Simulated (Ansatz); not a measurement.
# CH9AlSSi2: the cost of one run

Computed with Ansatz 0.2.0, Gaussian basis. Level: functionals in def2-TZVPP, the program's frozen cores in correlated methods.

The runs, in order: PBE-D4, r2SCAN-D4, PBE0-D4, B3LYP-D4, ωB97X-V, ωB97M-V, B2PLYP; CCSD(T)/def2-TZVPP; MP2/def2-QZVPP; extrapolation to the limit.

**1. The relaxed structure**

All runs share one geometry, relaxed beforehand with PBE0-D4 in a triple-zeta def2 set.

14 atoms, charge 0, spin multiplicity 1.

Atoms are counted from 1 here; the program's logs count them from 0.

Bond lengths: C1–Si2 1.862 Å, C1–H6 1.093 Å, C1–H7 1.092 Å, C1–H8 1.093 Å, Si2–Si3 2.337 Å, Si2–S4 2.104 Å, Si2–H9 1.564 Å, Si3–H10 1.489 Å, Si3–H11 1.487 Å, Si3–H12 1.485 Å, S4–Al5 2.245 Å, Al5–H13 1.581 Å, Al5–H14 1.583 Å. Angles: Si2–C1–H6 111.2°, Si2–C1–H7 110.1°, Si2–C1–H8 109.5°, H6–C1–H7 109.2°, H6–C1–H8 108.5°, H7–C1–H8 108.3°, C1–Si2–Si3 115.7°, C1–Si2–S4 115.8°, C1–Si2–H9 105.1°, Si3–Si2–S4 113.2°, Si3–Si2–H9 103.8°, S4–Si2–H9 100.7°, Si2–Si3–H10 110.9°, Si2–Si3–H11 108.6°, Si2–Si3–H12 109.0°, H10–Si3–H11 108.9°, H10–Si3–H12 109.7°, H11–Si3–H12 109.7° and more.

**2. PBE-D4 (GGA)**

Contents of in.yaml:

```yaml
crystal:
  periodic: [false, false, false]
  atoms:
    - {symbol: C, position_ang: [-1.617301, 1.191204, 0.057668]}
    - {symbol: Si, position_ang: [-0.015714, 0.242932, 0.124520]}
    - {symbol: Si, position_ang: [0.144288, -1.360352, 1.817864]}
    - {symbol: S, position_ang: [1.736363, 1.385926, -0.101856]}
    - {symbol: Al, position_ang: [1.603068, 0.206493, -2.007449]}
    - {symbol: H, position_ang: [-2.475353, 0.515105, 0.040238]}
    - {symbol: H, position_ang: [-1.641651, 1.825898, -0.830298]}
    - {symbol: H, position_ang: [-1.699207, 1.832072, 0.939142]}
    - {symbol: H, position_ang: [0.014734, -0.599772, -1.192151]}
    - {symbol: H, position_ang: [-1.079667, -2.206221, 1.866115]}
    - {symbol: H, position_ang: [0.298576, -0.660699, 3.120947]}
    - {symbol: H, position_ang: [1.331835, -2.214236, 1.564112]}
    - {symbol: H, position_ang: [2.497179, -1.091653, -2.133489]}
    - {symbol: H, position_ang: [0.889949, 0.904004, -3.236665]}
basis:
  gaussian: {orbitals: def2-TZVPP}
hamiltonian: {xc: pbe, dispersion: d4}
output: {forces: true, orbitals: {seedname: orbitals}}
```

Launch:

```bash
ansatz run in.yaml --threads 4 --pin off --events-out ev --progress --plain --max-ram 10444MiB
```

**Question.** How long does this run take on 4 threads of Arm Neoverse V1, shared host, and how much memory does it need?

About 4.3 s, with a peak of 0.59 GiB.
